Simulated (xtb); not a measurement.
**GFN1-xTB (ALPB chcl3, surface grid vtight) run of C2H4AlBS (SMILES BS[C]1=[CH][AlH]1)**

We compute energy and one-electron properties of C2H4AlBS. 

The results are computed with xtb 6.7.1.

2 further runs of the same task are left out: 2 set aside as unsound or not needed.

**1. Starting point**

C2H4AlBS: 9 atoms, total charge 0, spin state singlet. SMILES: `BS[C]1=[CH][AlH]1`. The shape was relaxed beforehand at GFN2-xTB. This is one conformer, not always the lowest.

Bond lengths: B1–S2 1.745 Å, S2–C3 1.788 Å, C3–C4 1.393 Å, C3–Al5 1.933 Å, C4–Al5 1.931 Å, B1–H6 1.172 Å, B1–H7 1.168 Å, C4–H8 1.086 Å, Al5–H9 1.555 Å. Some angles: B1–S2–C3 102.1°, S2–C3–C4 124.8°, S2–C3–Al5 166.4°, C4–C3–Al5 68.8°, C3–C4–Al5 69.0°, C3–Al5–C4 42.2°, S2–B1–H6 119.1°, S2–B1–H7 117.6°, C3–C4–H8 126.5°, Al5–C4–H8 164.5°.

**2. Energy and one-electron properties at GFN1-xTB (ALPB chcl3, surface grid vtight)**

The input, xcontrol:

```
$gbsa
   gbsagrid=vtight
$end
```

The input, geom.xyz:

```xyz
9
C2H4AlBS
B      0.31441     1.53013    -1.60334
S      0.59601    -0.18915    -1.50636
C      0.04986    -0.56580     0.15434
C      0.07161    -1.83358     0.73046
Al    -0.61651    -0.52096     1.96853
H     -0.13552     2.08759    -0.67569
H      0.58937     2.06870    -2.60313
H      0.41278    -2.75163     0.26027
H     -1.19350     0.12831     3.25781
```

On the command line:

```bash
$ xtb geom.xyz --vfukui --gfn 1 --alpb chcl3 -I xcontrol -P 1 | tee xtb.out
```

Q: Predict the results. Wanted: total energy; dipole moment; HOMO energy; LUMO energy; HOMO–LUMO gap; dispersion energy; solvent term in the energy.

Computed results:

At GFN1-xTB (ALPB chcl3, surface grid vtight):

```
                  quantity         value
              total energy  -12.62643 Eh
             dipole moment        4.16 D
               HOMO energy     -10.03 eV
               LUMO energy      -7.37 eV
             HOMO–LUMO gap       2.66 eV
         dispersion energy  -8.66 kJ/mol
solvent term in the energy  -31.9 kJ/mol
```
